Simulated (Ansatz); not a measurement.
**TiH3 (doublet): from Hartree-Fock to the top rungs, def2-TZVPP**

An exercise on one series of results from a longer session: the logs are not shown, and one member is left open.

The runs use Ansatz 0.2.0, Gaussian basis; def2-TZVPP, core rule «outside noble gas», up to 9 orbitals frozen.

Plan: UHF; ROHF; CCSD(T) on UHF.

2 further runs of the same task are left out: 2 set aside as unsound or not needed.

### The system

The geometry is a PBE0/def2-TZVP stationary point (not a proven minimum).

4 atoms, charge 0, spin multiplicity 2.

Atoms are counted from 1 here; the program's logs count them from 0.

Bond lengths: Ti1–H2 1.731 Å, Ti1–H3 1.731 Å, Ti1–H4 1.731 Å. Angles: H2–Ti1–H3 120.0°, H2–Ti1–H4 120.0°, H3–Ti1–H4 120.0°.

The first run:

in.yaml reads:

```yaml
crystal:
  periodic: [false, false, false]
  atoms:
    - {symbol: Ti, position_ang: [0.000000, 0.000000, 0.000000]}
    - {symbol: H, position_ang: [1.731170, 0.013694, 0.006467]}
    - {symbol: H, position_ang: [-0.877440, 1.492400, -0.004533]}
    - {symbol: H, position_ang: [-0.853730, -1.506094, -0.001933]}
basis:
  gaussian: {orbitals: def2-TZVPP}
magnetization: {spin_polarized: true, initial_magnetization: 1}
hamiltonian: {xc: hf}
output: {orbitals: {seedname: orbitals}}
```

The run is started by

```
$ ansatz run in.yaml --threads 1 --pin off --events-out ev --progress --plain --max-ram 4096MiB --backend cpu
```

Among the steps run: UHF; ROHF; CCSD(T) on UHF.

One table of the session follows, with a row left open; its other results are not shown here.

| method | from UCCSD(T) (kJ/mol) |
| --- | --- |
| ROHF | +393.5 |
| UHF | +384.2 |
| UMP2 | +87.9 |
| UCCSD | ? |
| UCCSD(T) | 0 |

Q: Estimate the row for UCCSD from the others.

As computed: from UCCSD(T) (kJ/mol): +13.4. In the column «from UCCSD(T) (kJ/mol)» it lies between UCCSD(T) (0) and UMP2 (+87.9).

With the free atoms at the same levels and basis (separate runs), the atomisation energy is 7.581 eV at UCCSD(T), 5.101 eV at ROHF.
